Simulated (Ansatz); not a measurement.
**CH3AlBrF: a ladder of functionals and wavefunction methods**

How much do the methods differ for CH3AlBrF? The plan is to run it at one geometry with functionals of several rungs and with coupled cluster. The yardstick is the atomisation energy at the CCSD(T) limit.

Computed with Ansatz 0.2.0, Gaussian basis. Level: functionals in def2-TZVPP, the program's frozen cores in correlated methods.

Plan: LDA (SPW92), PBE-D4, revPBE-D4, BLYP-D4, r2SCAN-D4, B97M-V, PBE0-D4, B3LYP-D4, r2SCANh-D4, r2SCAN0-D4, HSE06-D4, BHLYP-D4, CAM-B3LYP-D4, LC-ωPBE, ωB97X-V, ωB97M-V, B2PLYP, PBE-QIDH; CCSD(T)/def2-SVP; CCSD(T)/def2-TZVPP; MP2/def2-QZVPP; extrapolation to the limit; RPA on PBE.

**1. The relaxed structure**

All runs share one geometry, relaxed beforehand with PBE0-D4 in a triple-zeta def2 set.

7 atoms, charge 0, spin multiplicity 1.

Atoms are counted from 1 here; the program's logs count them from 0.

Bond lengths: F1–C2 1.338 Å, C2–Al3 1.986 Å, C2–Br4 2.105 Å, C2–H5 1.091 Å, Al3–Br4 2.558 Å, Al3–H6 1.577 Å, Al3–H7 1.580 Å. Angles: F1–C2–Al3 122.9°, F1–C2–Br4 108.4°, F1–C2–H5 109.1°, Al3–C2–Br4 77.3°, Al3–C2–H5 126.1°, Br4–C2–H5 100.2°, C2–Al3–Br4 53.4°, C2–Al3–H6 116.5°, C2–Al3–H7 115.7°, Br4–Al3–H6 109.6°, Br4–Al3–H7 108.6°, H6–Al3–H7 126.9°, C2–Br4–Al3 49.3°.

**2. LDA**

This LDA is Slater exchange with PW92 correlation.

in.yaml reads:

```yaml
crystal:
  periodic: [false, false, false]
  atoms:
    - {symbol: F, position_ang: [-1.209853, -1.600704, 0.231911]}
    - {symbol: C, position_ang: [-0.300568, -0.824577, -0.369802]}
    - {symbol: Al, position_ang: [0.670591, 0.629206, 0.573090]}
    - {symbol: Br, position_ang: [-1.265953, 0.908290, -1.073975]}
    - {symbol: H, position_ang: [-0.009697, -1.282260, -1.316803]}
    - {symbol: H, position_ang: [0.178201, 0.972712, 2.031781]}
    - {symbol: H, position_ang: [1.998479, 1.129333, -0.121802]}
basis:
  gaussian: {orbitals: def2-TZVPP}
hamiltonian: {xc: lda}
output: {orbitals: {seedname: orbitals}}
```

On the command line:

```
ansatz run in.yaml --threads 2 --pin off --events-out ev --progress --plain --max-ram 4352MiB
```

The runs that follow: PBE-D4 (GGA); revPBE-D4 (GGA); BLYP-D4 (GGA); r2SCAN-D4 (meta-GGA); B97M-V (meta-GGA); B3LYP-D4 (hybrid); r2SCANh-D4 (hybrid); r2SCAN0-D4 (hybrid); HSE06-D4 (hybrid); BHLYP-D4 (hybrid); CAM-B3LYP-D4 (range-separated); LC-ωPBE (range-separated); ωB97X-V (range-separated); ωB97M-V (range-separated); B2PLYP (double hybrid); PBE-QIDH (double hybrid); CCSD(T) in def2-SVP; CCSD(T) in def2-TZVPP; MP2 in def2-QZVPP; RPA on PBE orbitals.

**Question.** What will the summary of the whole plan be? Wanted: atomisation energy, CCSD(T)/CBS; farthest beyond LDA; mean size of error, GGA; mean size of error, meta-GGA; mean size of error, hybrid; mean size of error, range-separated; mean size of error, double hybrid; gap, smallest and largest; T1 diagnostic.

**Answer**, as computed:

| quantity | value |
| --- | --- |
| atomisation energy, CCSD(T)/CBS | 2069.1 kJ/mol |
| functionals within 20.7 kJ/mol (1.0 %) | revPBE-D4, BLYP-D4, r2SCAN-D4, B97M-V, PBE0-D4, B3LYP-D4, r2SCANh-D4, HSE06-D4, CAM-B3LYP-D4, ωB97X-V, ωB97M-V |
| farthest beyond LDA | BHLYP-D4 (-93.2 kJ/mol) |
| mean size of error, GGA | 23.4 kJ/mol |
| mean size of error, meta-GGA | 16.3 kJ/mol |
| mean size of error, hybrid | 28.8 kJ/mol |
| mean size of error, range-separated | 11.0 kJ/mol |
| mean size of error, double hybrid | 34.7 kJ/mol |
| gap, smallest and largest | 4.25 eV (LDA (SPW92)), 11.61 eV (LC-ωPBE) |
| T1 diagnostic | 0.0114 |
| triples share of the correlation energy | 3.5 % |

What this shows: The LDA atomisation energy is off by 332.7 kJ/mol (16 %): it overbinds. PBE-D4 misses by +41.9 kJ/mol. Double hybrids carry the basis error of their MP2 part in triple zeta, and no dispersion term here, so their miss is partly the set-up's. The rungs range-separated, meta-GGA miss on average by less than the doubt on the reference (20.7 kJ/mol), so they tie. The reference freezes the cores and leaves out relativity and excitations past (T), and its outer-core shells are covered unevenly, so misses under about 20.7 kJ/mol can't be ranked. All levels share the lack of spin-orbit coupling, which lowers the free heavy atoms and so the true binding. Hartree-Fock recovers 70 % of the binding; the rest is correlation. CCSD(T) in def2-SVP is off by -138.4 kJ/mol, worse than the median functional, from the basis alone. The gap grows from 4.2 to 11.6 eV across the functionals, mostly with the share of exact exchange. Correlated methods include outer-core shells of Br, which these sets cover unevenly.
